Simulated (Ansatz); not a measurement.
# Ba2Tl5V3O12 (C2) in Ansatz: a series of runs

Runs on Ba2Tl5V3O12. Level: PBE+U. Tasks: projected density of states.

All numbers are computed with Ansatz 0.2.0; they aren't measurements. Logs are shortened: lines on timing, memory, paths and dates and some standing lists are left out, and cuts for length are marked.

## Step 1: The structure

The structure is monoclinic, space group C2 (No. 5). The conventional cell has a = 12.980 Å, b = 13.354 Å, c = 6.079 Å, α = 90.00°, β = 109.30°, γ = 90.00°. Around Ba (site symmetry 2) lie 6 O at 2.58 to 2.76 Å. Around Ba (site symmetry 2) lie 8 O at 2.76 to 3.03 Å. V (site symmetry 1) is surrounded by 4 O at 1.72 to 1.75 Å. V (site symmetry 2) has 4 O at 1.71 to 1.76 Å as nearest neighbours. Tl (site symmetry 1) has 3 O at 2.57 to 2.74 Å as nearest neighbours. Tl (site symmetry 2) has 4 O at 2.66 to 2.69 Å as nearest neighbours. Around Tl (site symmetry 1) lie 3 O at 2.55 to 2.75 Å. Around O (site symmetry 1) lie 1 V at 1.75 Å.

The cell was built by a generator and needn't be a form met in nature.

## Step 2: Projected density of states, PBE+U, collinear spin, ferromagnetic start

Contents of input.yaml:

```yaml
crystal:
  lattice:
    - [6.49009, -6.67692, 0.0]
    - [6.49009, 6.67692, 0.0]
    - [-2.00957, 0.0, 5.7376]
  atoms:
    - { symbol: Ba, position: [0.47917, 0.52083, 0.0] }
    - { symbol: Ba, position: [0.79264, 0.20736, 0.0] }
    - { symbol: V, position: [0.65694, 0.94605, 0.25735], spin: 2.0 }
    - { symbol: V, position: [0.05395, 0.34306, 0.74265], spin: 2.0 }
    - { symbol: V, position: [0.57442, 0.42558, 0.5], spin: 2.0 }
    - { symbol: Tl, position: [0.49835, 0.85629, 0.63726] }
    - { symbol: Tl, position: [0.14371, 0.50165, 0.36274] }
    - { symbol: Tl, position: [0.01508, 0.98492, 0.5] }
    - { symbol: Tl, position: [0.30964, 0.12677, 0.21892] }
    - { symbol: Tl, position: [0.87323, 0.69036, 0.78108] }
    - { symbol: O, position: [0.0039, 0.26325, 0.44275] }
    - { symbol: O, position: [0.59719, 0.60676, 0.67706] }
    - { symbol: O, position: [0.91333, 0.4282, 0.84635] }
    - { symbol: O, position: [0.52536, 0.79943, 0.20594] }
    - { symbol: O, position: [0.68766, 0.41628, 0.31356] }
    - { symbol: O, position: [0.09251, 0.20316, 0.88601] }
    - { symbol: O, position: [0.58372, 0.31234, 0.68644] }
    - { symbol: O, position: [0.79684, 0.90749, 0.11399] }
    - { symbol: O, position: [0.5718, 0.08667, 0.15365] }
    - { symbol: O, position: [0.20057, 0.47464, 0.79406] }
    - { symbol: O, position: [0.73675, 0.9961, 0.55725] }
    - { symbol: O, position: [0.39324, 0.40281, 0.32294] }
hamiltonian:
  xc: pbe
  pseudopotentials: { kind: paw }
  hubbard: { sites: [{ species: V, l: d, u_eff: 2.0 }] }
magnetization:
  spin_polarized: true
kpoints:
  mp_grid: { grid: [3, 3, 5] }
scf:
  occupations: { method: fermi_dirac, width: 0.05 }
  n_extra_bands: 55
output:
  forces: true
  stress: true
  eigenvalues: true
  dos: { projected: true, de: 0.05, nscf_kmesh: { grid: [5, 5, 8] } }
```

Potentials or basis: Ansatz PAW.

Command:

```sh
$ ansatz run input.yaml --threads 8 --pin off --max-ram 20480MiB --backend cpu --events-out ev --progress --plain --runs-dir out
```

Log:

```text
Warning: RAYON_NUM_THREADS=8 ignored (pool sized by the plan → 8); use --threads N
Ba: projections on atomic orbitals take those of the free atom [Kr 4d10] 5s2 5p6 6s2, of charge +0.00 (hamiltonian.pseudopotentials.projection_atoms); the dataset's partial waves leave at most 9.7e-6 of an orbital's norm unspanned inside its sphere
V: projections on atomic orbitals take those of the free atom [Ne] 3s2 3p6 3d3 4s2, of charge +0.00 (hamiltonian.pseudopotentials.projection_atoms); the dataset's partial waves leave at most 5.8e-7 of an orbital's norm unspanned inside its sphere
[... 122 lines left out ...]
  k-point 1 ↑: bands = ["-59.8618", "-59.7271", "-59.7271", "-33.8166", "-33.7920", "-33.7745", "-33.6991", "-33.6991", "-33.6547", "-33.6546", "-33.6287", "-33.6286", "-20.9043", "-20.8805", "-12.4659", "-12.2688", "-12.2221", "-12.1739", "-11.8954", "-11.8349", "-11.7831", "-11.7504", "-11.7394", "-11.7048", "-11.6654", "-11.5484", "-6.2162", "-6.1211", "-6.1110", "-6.0612", "-6.0501", "-5.9844", "-5.4876", "-5.4807", "-5.4797", "-5.4516", "-5.4457", "-5.4394", "-5.4105", "-5.4020", "-5.3917", "-5.3818", "-5.3796", "-5.3397", "-5.3311", "-5.3228", "-5.3148", "-5.3092", "-5.2961", "-5.2881", "-5.2640", "-5.2568", "-5.2472", "-5.2366", "-5.2179", "-5.2067", "-5.2014", "-0.7549", "-0.5491", "-0.4484", "-0.3258", "-0.0746", "0.9713", "1.0933", "1.1301", "1.1917", "1.2823", "1.3316", "1.3649", "1.3667", "1.4513", "1.5123", "1.5556", "1.6737", "1.7933", "1.9780", "2.0148", "2.0397", "2.2017", "2.2581", "2.4284", "2.4989", "2.5138", "2.6307", "2.7164", "2.7523", "2.9867", "3.0724", "3.1408", "3.1995", "3.3542", "3.3695", "3.4458", "3.5137", "3.6742", "3.7558", "3.8050", "3.8807", "6.9853", "7.3956", "7.5446", "7.6446", "7.7110", "7.8345", "7.8627", "8.0006", "8.0825", "8.2541", "8.5680", "8.6543", "8.7236", "8.9100", "8.9616", "8.9825", "9.1091", "9.2267", "9.3215", "9.4559", "9.5447", "9.6149", "9.7970", "10.0760", "10.1147", "10.3303", "10.4831", "10.6940", "10.9387", "11.1032", "11.1799", "11.4574", "11.5776", "11.6638", "11.7527", "11.9042", "12.0556", "12.5613", "12.6423", "12.8051", "12.9663", "13.1182", "13.3506", "13.4229", "14.0082", "14.1219", "14.2157", "14.3381", "14.4538", "14.5202", "14.5668", "14.6042", "14.6731", "14.6916", "14.7921"]
  k-point 2 ↑: bands = ["-59.8618", "-59.7271", "-59.7271", "-33.8167", "-33.7920", "-33.7745", "-33.6991", "-33.6991", "-33.6547", "-33.6546", "-33.6287", "-33.6286", "-20.9029", "-20.8798", "-12.5187", "-12.2686", "-12.1978", "-12.1465", "-11.8599", "-11.8358", "-11.7770", "-11.7687", "-11.7639", "-11.6985", "-11.6692", "-11.5557", "-6.1826", "-6.1191", "-6.1098", "-6.0619", "-6.0582", "-5.9902", "-5.4836", "-5.4810", "-5.4776", "-5.4558", "-5.4475", "-5.4361", "-5.4122", "-5.4013", "-5.3985", "-5.3892", "-5.3810", "-5.3376", "-5.3257", "-5.3238", "-5.3124", "-5.3108", "-5.3039", "-5.2882", "-5.2699", "-5.2555", "-5.2513", "-5.2389", "-5.2146", "-5.2022", "-5.1981", "-0.7589", "-0.6306", "-0.5600", "-0.2750", "-0.1242", "1.0322", "1.0980", "1.1124", "1.1959", "1.2751", "1.3336", "1.3556", "1.3791", "1.4276", "1.5329", "1.6033", "1.6566", "1.7978", "2.0215", "2.0530", "2.0814", "2.1405", "2.2673", "2.3799", "2.4152", "2.4984", "2.6170", "2.8251", "2.9157", "3.0083", "3.1010", "3.2201", "3.2886", "3.3130", "3.4010", "3.5444", "3.5527", "3.6242", "3.7241", "3.7837", "3.8830", "7.1750", "7.3156", "7.3956", "7.5915", "7.6949", "7.8106", "7.8720", "7.9623", "8.0792", "8.1463", "8.3481", "8.5252", "8.7273", "8.7562", "8.8835", "8.9238", "9.0451", "9.1474", "9.2662", "9.4466", "9.4813", "9.5581", "9.6094", "10.0673", "10.1806", "10.3299", "10.4560", "10.8476", "10.9546", "11.1641", "11.4032", "11.5169", "11.6933", "11.7873", "12.0800", "12.0980", "12.3956", "12.5555", "12.6153", "12.8890", "13.0387", "13.3051", "13.5187", "13.6278", "13.9590", "14.1770", "14.2345", "14.3361", "14.4072", "14.4805", "14.5364", "14.6130", "14.6470", "14.7179", "14.7678"]
  k-point 15 ↓: bands = ["-59.8618", "-59.7271", "-59.7271", "-33.8167", "-33.7920", "-33.7745", "-33.6991", "-33.6991", "-33.6547", "-33.6547", "-33.6287", "-33.6286", "-20.9026", "-20.8801", "-12.5199", "-12.2635", "-12.1998", "-12.1428", "-11.8896", "-11.8172", "-11.7876", "-11.7717", "-11.7534", "-11.6933", "-11.6644", "-11.5565", "-6.1851", "-6.1180", "-6.1091", "-6.0626", "-6.0532", "-5.9902", "-5.4813", "-5.4792", "-5.4762", "-5.4556", "-5.4498", "-5.4379", "-5.4142", "-5.4006", "-5.3947", "-5.3922", "-5.3821", "-5.3416", "-5.3279", "-5.3221", "-5.3140", "-5.3113", "-5.2977", "-5.2905", "-5.2700", "-5.2605", "-5.2543", "-5.2329", "-5.2155", "-5.2070", "-5.1941", "-0.8281", "-0.6943", "-0.5283", "-0.1338", "-0.0892", "1.0428", "1.1075", "1.1431", "1.1825", "1.2124", "1.2862", "1.3610", "1.3960", "1.4582", "1.5432", "1.5969", "1.6785", "1.7527", "1.9974", "2.0317", "2.1024", "2.1392", "2.2392", "2.3697", "2.3925", "2.5695", "2.6560", "2.7947", "2.9432", "3.0067", "3.0396", "3.2381", "3.3021", "3.3220", "3.3572", "3.4447", "3.4902", "3.6750", "3.7521", "3.8229", "3.8760", "7.2621", "7.2958", "7.4176", "7.5913", "7.6912", "7.8329", "7.8440", "7.9525", "8.0776", "8.1759", "8.3642", "8.5135", "8.7439", "8.8283", "8.9204", "9.0444", "9.0879", "9.1340", "9.2162", "9.3883", "9.5209", "9.5935", "9.7455", "9.8147", "9.9951", "10.3877", "10.6591", "10.8325", "10.9394", "11.1238", "11.3951", "11.5009", "11.5829", "11.6479", "11.8839", "11.9645", "12.3450", "12.4159", "12.6995", "12.8908", "13.2121", "13.3868", "13.5929", "13.6840", "13.8952", "14.1246", "14.2709", "14.3896", "14.4834", "14.5049", "14.5623", "14.6353", "14.7146", "14.7643", "14.7833"]
Occupation matrices written to <dir>
```

dos.tsv:

```text
# E-E_F[eV]	g_bin_mean(E)[states/eV]	N(E)	g_bin_mean_up(E)	g_bin_mean_dn(E)	N_up(E)	N_dn(E)
# format = ansatz-dos/2
# fermi_ev = 5.480926
# fermi_mp_grid = 5 5 8
# fermi_mp_shift = 0 0 0
# nscf_kmesh_grid = 5 5 8
# nscf_kmesh_shift = 0 0 0
# g_bin_mean(E): the states in a bin one row spacing wide, centred on E, divided by that spacing. States that the method places at a single energy (under output.dos.method: tetrahedron, those of a tetrahedron whose four corners have one energy) are counted whole in the row whose bin holds that energy (on the edge of two bins, in the lower row). The sum of g_bin_mean over a run of rows, times the row spacing, is the number of states from half a spacing under the first of them to half a spacing over the last (a plain sum, not the trapezoid rule).
-65.842722	0.000000e0	0.000000e0	0.000000e0	0.000000e0	0.000000e0	0.000000e0
-65.792722	0.000000e0	0.000000e0	0.000000e0	0.000000e0	0.000000e0	0.000000e0
-65.742722	0.000000e0	0.000000e0	0.000000e0	0.000000e0	0.000000e0	0.000000e0
-65.692722	0.000000e0	0.000000e0	0.000000e0	0.000000e0	0.000000e0	0.000000e0
-65.642722	0.000000e0	0.000000e0	0.000000e0	0.000000e0	0.000000e0	0.000000e0
-65.592722	0.000000e0	0.000000e0	0.000000e0	0.000000e0	0.000000e0	0.000000e0
[... 1508 lines left out ...]
9.857278	0.000000e0	3.060000e2	0.000000e0	0.000000e0	1.530000e2	1.530000e2
9.907278	0.000000e0	3.060000e2	0.000000e0	0.000000e0	1.530000e2	1.530000e2
```

occupation_matrices:

```text
# The occupation matrices of the corrected shells as a run of Ansatz 0.0.0 ended. An entry of
# hamiltonian.hubbard.sites starts from them by `starting_ns: <path of this file>`, where that key's refused
# combinations let it.
# Free energy -84674.768367 eV.
# projection_atom_Ba: [Kr 4d10] 5s2 5p6 6s2
# projection_atom_V: [Ne] 3s2 3p6 3d3 4s2
[... 72 lines left out ...]
      - [-0.007731773271409746, 0.021088060632753713, 0.0, 0.2904635848275288, 0.0]
      - [0.0, 0.0, 0.012922362723096895, 0.0, 0.34674006303846877]
  site4_d_down:
    matrix:
      - [0.31029052652358297, 0.015583949487761003, 0.0, -0.0077316632449813665, 0.0]
      - [0.015583949487761003, 0.3596798806411076, 0.0, 0.02108806778741612, 0.0]
      - [0.0, 0.0, 0.35625612526783196, 0.0, 0.012922295675241889]
      - [-0.0077316632449813665, 0.02108806778741612, 0.0, 0.29046214546009963, 0.0]
      - [0.0, 0.0, 0.012922295675241889, 0.0, 0.34673901237064986]
```

Wall time 3.8 min (8 threads of Intel Xeon Platinum 8259CL at 2.50GHz (Skylake/Cascade Lake), shared host); peak memory 8.6 GiB.

Results:

```
Free energy            : -84674.7684 eV
Pressure               : 0.1 GPa
Largest force          : 0.069 eV/Å
Band gap on the k mesh : 2.91 eV, indirect (least direct gap 2.96 eV)
Net moment             : 0.00 μB per cell
Absolute moment        : 0.00 μB per cell
```

Forces in eV/Å, atoms in the order of the input:
```
Ba   0.000  0.014  0.000
Ba   0.000 -0.002  0.000
V   -0.011  0.009  0.006
V    0.011  0.009 -0.006
V    0.000 -0.069  0.000
Tl  -0.004  0.001  0.001
Tl   0.004  0.001 -0.001
Tl   0.000 -0.007  0.000
Tl  -0.005  0.001 -0.006
Tl   0.005  0.001  0.006
O   -0.008 -0.010 -0.051
O    0.027  0.035  0.039
O   -0.026  0.048  0.022
O   -0.062 -0.009 -0.005
O    0.030 -0.011 -0.039
O   -0.037 -0.034  0.027
O   -0.030 -0.011  0.039
O    0.037 -0.034 -0.027
O    0.026  0.048 -0.022
O    0.062 -0.009  0.005
O    0.008 -0.010  0.051
O   -0.027  0.035 -0.039
```

Levels at points of the mesh, in eV from the valence-band top:
Spin up:
```
           k point  band 96  band 97  band 98  band 99  band 100  band 101
(0.00, 0.00, 0.00)    -0.20    -0.08    -0.05     2.91      3.58      3.71
```
Spin down:
| k point | band 96 | band 97 | band 98 | band 99 | band 100 | band 101 |
| --- | --- | --- | --- | --- | --- | --- |
| (0.00, 0.00, 0.00) | -0.20 | -0.08 | -0.05 | 2.91 | 3.58 | 3.71 |

States per cell in windows of 0.5 eV (zero at the valence-band top; states under -8 eV left out):
```csv
from (eV),up,down,O 2p up,O 2p down,V 3d down,V 3d up,Tl 6p up,Tl 6p down
-8.0,0.00,0.00,0.00,0.00,0.00,0.00,0.00,0.00
-7.5,0.00,0.00,0.00,0.00,0.00,0.00,0.00,0.00
-7.0,0.00,0.00,0.00,0.00,0.00,0.00,0.00,0.00
-6.5,0.00,0.00,0.00,0.00,0.00,0.00,0.00,0.00
-6.0,0.00,0.00,0.00,0.00,0.00,0.00,0.00,0.00
-5.5,0.00,0.00,0.00,0.00,0.00,0.00,0.00,0.00
-5.0,1.64,1.64,0.52,0.52,0.13,0.13,0.06,0.06
-4.5,2.39,2.39,0.79,0.79,0.18,0.18,0.10,0.10
-4.0,0.97,0.97,0.34,0.34,0.07,0.07,0.04,0.04
-3.5,0.01,0.01,0.01,0.01,0.00,0.00,0.00,0.00
-3.0,7.88,7.88,5.04,5.04,2.11,2.11,0.31,0.31
-2.5,5.15,5.15,3.56,3.56,1.06,1.06,0.16,0.16
-2.0,5.86,5.86,4.52,4.52,0.47,0.47,0.22,0.22
-1.5,5.12,5.12,4.06,4.06,0.22,0.22,0.22,0.22
-1.0,6.16,6.16,5.17,5.17,0.13,0.13,0.25,0.25
-0.5,5.59,5.59,4.66,4.66,0.08,0.08,0.18,0.18
0.0,0.23,0.23,0.17,0.17,0.00,0.00,0.01,0.01
0.5,0.00,0.00,0.00,0.00,0.00,0.00,0.00,0.00
1.0,0.00,0.00,0.00,0.00,0.00,0.00,0.00,0.00
1.5,0.00,0.00,0.00,0.00,0.00,0.00,0.00,0.00
2.0,0.00,0.00,0.00,0.00,0.00,0.00,0.00,0.00
2.5,0.00,0.00,0.00,0.00,0.00,0.00,0.00,0.00
3.0,2.16,2.16,0.21,0.21,0.71,0.71,1.06,1.06
3.5,4.68,4.68,0.83,0.83,2.28,2.28,1.26,1.26
4.0,3.41,3.41,0.68,0.68,1.27,1.27,1.11,1.11
4.5,3.52,3.52,0.72,0.72,1.31,1.31,1.03,1.03
5.0,5.92,5.92,1.48,1.48,2.55,2.55,1.21,1.21
5.5,3.66,3.66,0.74,0.74,0.90,0.90,1.54,1.54
6.0,2.66,2.66,0.36,0.36,0.23,0.23,1.61,1.61
6.5,2.52,2.52,0.23,0.23,0.10,0.10,1.29,1.29
7.0,3.06,3.06,0.19,0.19,0.11,0.11,0.94,0.94
7.5,3.45,3.45,0.16,0.16,0.10,0.10,0.88,0.88
```

Eigenvalues of the final occupation matrices:
| site | spin | trace | eigenvalues |
| --- | --- | --- | --- |
| site 1 | 1 | 1.66 | 0.30 0.30 0.35 0.35 0.37 |
| site 1 | 2 | 1.66 | 0.30 0.30 0.35 0.35 0.37 |
| site 2 | 1 | 1.66 | 0.30 0.30 0.35 0.35 0.37 |
| site 2 | 2 | 1.66 | 0.30 0.30 0.35 0.35 0.37 |
| site 3 | 1 | 1.66 | 0.28 0.31 0.34 0.37 0.37 |
| site 3 | 2 | 1.66 | 0.28 0.31 0.34 0.37 0.37 |

Caveat: the magnetic or orbital state may not be the lowest; odd divisions of the mesh miss points on the zone boundary, where band edges often lie, so the gap on the mesh can be too wide; the pressure holds a Pulay correction of +0.3 GPa for the finite cutoff; spin-orbit coupling is left out, which as a rule narrows the gap of such compounds by several tenths of an eV; the starting moments weren't kept. The state reached can hang on the start; a lower one may exist.

(Part 1 of 2 ends here.)
